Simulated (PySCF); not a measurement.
# C3H7FSi: the cost of one run

Programs: PySCF 2.14.0, with density-fitted response routines of our own. Each step states its level of theory. These are calculated values for one molecule in the gas phase, unless marked as measured. Atoms count from 0, in the outputs and in this text.

## (1) The molecule as given

12 atoms, charge 0, multiplicity 1; geometry from: GFN2-xTB. The atoms were then displaced at random by about 0.01 Å, so the start is not that level's minimum.

Bonds of the start (Å): C0–C1 1.29, C1–C2 1.48, C2–F3 1.39, C2–Si4 1.95, C0–H5 1.08, C0–H6 1.10, C1–H7 1.07, C2–H8 1.08, Si4–H9 1.47, Si4–H10 1.48, Si4–H11 1.45.

## (2) Geometry optimisation at PBE0-D3(BJ)/def2-SVP

What the job is given:

```
{"job": {"xc": "PBE0", "basis": "def2-SVP", "d3": "d3bj", "grid": 1, "shake": 0.01, "kind": "geom"}, "charge": 0, "multiplicity": 1}
C     -1.705360     0.572850     0.750630
C     -1.052740    -0.408960     0.216210
C     -0.012620    -0.253910    -0.825140
F      0.113570    -1.404670    -1.594160
Si     1.746490     0.014910    -0.035560
H     -2.458930     0.448900     1.519830
H     -1.566300     1.613400     0.422630
H     -1.190550    -1.416240     0.543660
H     -0.241070     0.560820    -1.495630
H      2.015990    -1.107590     0.874260
H      1.666200     1.276930     0.723770
H      2.725010     0.075260    -1.109530
```

Command:

```sh
$ OMP_NUM_THREADS=1 python probes_run.py task.json out
```

This one command runs all jobs of the session in turn.

**Question.** How long does this first job take on 1 thread of Arm Neoverse V1, shared host, and how much memory does it need?

About 40 s, with a peak of 0.44 GiB.
